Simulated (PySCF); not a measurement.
# C5H12BN: geometry, NMR shifts, spin-spin couplings, electronic excitations and core binding energies

Aim: predict the NMR shifts, spin-spin couplings, electronic excitations and core binding energies of C5H12BN (`NBC1CCCC1`).

Programs: PySCF 2.14.0, with density-fitted response routines of our own. Each step states its level of theory. These are calculated values for one molecule in the gas phase, unless marked as measured. Atoms count from 0, in the outputs and in this text.

**1. The starting structure**

19 atoms, charge 0, multiplicity 1; geometry from: GFN2-xTB.

Bonds of the start (Å): N0–B1 1.38, B1–C2 1.59, C2–C3 1.54, C3–C4 1.53, C4–C5 1.54, C5–C6 1.54, C6–C2 1.54, N0–H7 1.01, N0–H8 1.01, B1–H9 1.17, C2–H10 1.10, C3–H11 1.09, C3–H12 1.09, C4–H13 1.09, C4–H14 1.09, C5–H15 1.09, C5–H16 1.09, C6–H17 1.09, C6–H18 1.09.

**2. Relaxing the molecule at PBE0-D3(BJ)/def2-SVP**

The job: settings as JSON, then the geometry in Å.

```
{"job": {"xc": "PBE0", "basis": "def2-SVP", "d3": "d3bj", "grid": 1, "kind": "geom"}, "charge": 0, "multiplicity": 1}
N      3.003197     0.217422    -0.363134
B      1.848507    -0.538458    -0.367691
C      0.471657     0.131945     0.063487
C     -0.532407     0.272199    -1.089889
C     -1.847392     0.611020    -0.386308
C     -1.792964    -0.147571     0.950844
C     -0.352305    -0.672548     1.079563
H      3.909251    -0.127306    -0.632842
H      3.024121     1.187161    -0.092146
H      1.912192    -1.660431    -0.704032
H      0.628288     1.134497     0.479941
H     -0.238255     1.034077    -1.811789
H     -0.620455    -0.680990    -1.613796
H     -2.715116     0.330812    -0.983226
H     -1.899708     1.686487    -0.207617
H     -2.039562     0.517239     1.779179
H     -2.507490    -0.970729     0.966873
H     -0.314817    -1.730537     0.817315
H      0.033834    -0.566509     2.092883
```

**Question.** This job is followed by: GIAO PBE0/pcSseg-1 NMR shielding, non-relativistic, gas phase; B3LYP/pcJ-1 indirect spin-spin coupling, non-relativistic, gas phase; TDDFT CAM-B3LYP/def2-SVPD, vertical, gas phase, core orbitals frozen in the response; GIAO mPW1PW91/pcSseg-1 NMR shielding, non-relativistic, gas phase; delta-SCF UKS SCAN, pcX-2 on the ionised atom, pcseg-1 elsewhere, spin-free X2C. What will the session give for the following? point group; rotational constants (main isotopes); 13C shifts against TMS (PBE0/pcSseg-1, means over atoms taken as alike); 1H shifts against TMS (PBE0/pcSseg-1, means over atoms taken as alike); 15N shifts against NH3 (PBE0/pcSseg-1); 11B shifts against BF3·OEt2 (PBE0/pcSseg-1); largest coupling of the table (B3LYP/pcJ-1); lowest singlet (CAM-B3LYP/def2-SVPD); brightest single state of those computed; lowest triplet; vertical ionisation energy (ΔSCF); C1s binding energies, SCAN/pcX-2; N1s binding energies, SCAN/pcX-2; B1s binding energies, SCAN/pcX-2; range of the shift of N0.

As calculated:

| quantity | value |
| --- | --- |
| point group | C1 |
| rotational constants (main isotopes) | 5.93, 1.54, 1.34 GHz |
| 13C shifts against TMS (PBE0/pcSseg-1, means over atoms taken as alike) | 36.9, 33.0, 27.6 ppm |
| 1H shifts against TMS (PBE0/pcSseg-1, means over atoms taken as alike) | 4.76, 3.94, 1.66, 1.49, 1.47, 1.24, 0.51 ppm |
| 15N shifts against NH3 (PBE0/pcSseg-1) | 112.9 ppm |
| 11B shifts against BF3·OEt2 (PBE0/pcSseg-1) | 44.2 ppm |
| largest coupling of the table (B3LYP/pcJ-1) | 1J(C,H) C3–H11, 136.9 Hz |
| lowest singlet (CAM-B3LYP/def2-SVPD) | 7.14 eV (174 nm), f = 0.000 |
| brightest single state of those computed | state 4, 8.21 eV, f = 0.279 |
| lowest triplet | 6.49 eV |
| vertical ionisation energy (ΔSCF) | 10.25 eV |
| C1s binding energies, SCAN/pcX-2 | C4 290.08, C3 290.03, C2 289.51 eV |
| N1s binding energies, SCAN/pcX-2 | N0 405.09 eV |
| B1s binding energies, SCAN/pcX-2 | B1 195.12 eV |
| range of the shift of N0 | 111.6 to 112.9 ppm |

What this shows: Relaxing lowered the energy by 0.070 eV in 8 steps; the close pair that moved most is B1–H9, from 1.173 to 1.218 Å. No frequency check was run at this level, so the end point may be a saddle. At PBE0/pcSseg-1: The largest span, 149 ppm, is at N0, where the paramagnetic term is -163 ppm. In the run at B3LYP/pcJ-1, the largest coupling of the table is C3–H11 (mean over like pairs), 136.9 Hz, of which the Fermi-contact term gives 135.2 Hz. Couplings across rotatable bonds belong to this one conformer; where others are populated, the observed values are averages. The lowest singlet, at 7.14 eV, is HOMO→LUMO+1 0.86 and is dark; of the 10 states computed, the strongest absorption comes from state 4 at 8.21 eV. The lowest triplet lies 0.65 eV below the lowest singlet (triplets in Tamm-Dancoff, singlets in full TDDFT). The orbital energy would give 9.54 eV for ionisation, ΔSCF gives 10.25 eV. C4 (sp3 CH2 in a ring) binds its C1s electron 0.57 eV more tightly than C2 (sp3 CH bonded to B). In ppm, N0 moves most: its shift spreads over 1.3 ppm, from 111.6 (mPW1PW91/pcSseg-1) to 112.9 (PBE0/pcSseg-1). Most of that comes from the computed reference, not from the atom's own shielding.
